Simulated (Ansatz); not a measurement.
# MnPt2: the cost of one run

Computed with Ansatz 0.2.0 (DFT PBE, scalar-relativistic, plane waves, PAW, unless a step's input says otherwise).

**1. The starting structure**

The structure is hexagonal, space group P-6m2 (No. 187). The conventional cell has a = 3.741 Å, b = 3.741 Å, c = 4.493 Å, α = 90.00°, β = 90.00°, γ = 120.00°. Around Mn (site symmetry -6m2) lie 2 Pt at 2.25 Å. Pt (site symmetry -6m2) has 3 Pt at 2.16 Å and 2 Mn at 2.25 Å as nearest neighbours. Pt (site symmetry -6m2) is surrounded by 3 Pt at 2.16 Å.

Structure file:

```
Mn Pt
1.0
     3.74078    0.00000    0.00000
    -1.87039    3.23961    0.00000
     0.00000    0.00000    4.49281
Mn Pt
1 2
Direct
  0.33333 0.66667 0.00000
  0.33333 0.66667 0.50000
  0.66667 0.33333 0.50000
```

The cell is invented: random cell by space group and Wyckoff sites (P-6m2, No. 187). The dimensions are guesses.

**2. Probe: one point on a coarse mesh**

Input file input.yaml:

```yaml
crystal:
  lattice:
    - [3.74077625, 0.0, 0.0]
    - [-1.87038813, 3.23960727, 0.0]
    - [0.0, 0.0, 4.49280777]
  atoms:
    - { symbol: Mn, position: [0.33333333, 0.66666667, 0.0], spin: 4.0 }
    - { symbol: Pt, position: [0.33333333, 0.66666667, 0.5] }
    - { symbol: Pt, position: [0.66666667, 0.33333333, 0.5] }
basis:
  ecutwfc: 420
kpoints:
  mp_grid: { grid: [6, 6, 4] }
hamiltonian:
  xc: pbe
scf:
  occupations: { method: gaussian, width: 0.1 }
  lower_state_search: "off"
output:
  forces: true
  stress: true
  eigenvalues: true
  populations: true
magnetization:
  spin_polarized: true
```

Run with:

```
$ ansatz run input.yaml --threads 1 --pin off --max-ram 2560MiB --backend cpu --events-out ev --progress --plain --runs-dir out
```

**Question.** How long does this run take on 1 thread of Intel Xeon Platinum 8488C (Sapphire Rapids), shared host, and how much memory does it need?

About 8.2 s, with a peak of 0.4 GiB.
